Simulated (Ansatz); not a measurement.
# COW: the cost of one run

Program: Ansatz 0.2.0. Level of theory: the levels named in each step. These are calculated values, not measurements.

**1. The structure to begin with**

Bond lengths: C1–O2 1.106 Å, C1–W3 2.043 Å. Angles: O2–C1–W3 180.0°.

As a file:

```xyz
3

C     0.0000    0.0000   -0.3121
O     0.0000    0.0000   -1.4184
W     0.0000    0.0000    1.7305
```

**2. A rough first relaxation, PBE-D4/def2-SVP**

input.yaml reads:

```yaml
crystal:
  periodic: [false, false, false]
  atoms:
    - { symbol: C, position_ang: [0.0, 0.0, -0.3121] }
    - { symbol: O, position_ang: [0.0, 0.0, -1.41839] }
    - { symbol: W, position_ang: [0.0, 0.0, 1.73048] }
total_charge: 2
basis:
  gaussian: { orbitals: def2-SVP }
hamiltonian:
  xc: pbe
  dispersion: d4
relax:
  f_tol: 0.03
  max_steps: 200
```

On the command line:

```
ansatz run input.yaml --threads 2 --pin off --max-ram 5120MiB --backend cpu --events-out ev --progress --plain --runs-dir out
```

**Question.** How long does this run take on 2 threads of Oxide Virtual Turin-like (Zen 5), shared host, and how much memory does it need?

About 24 s, with a peak of 0.14 GiB.
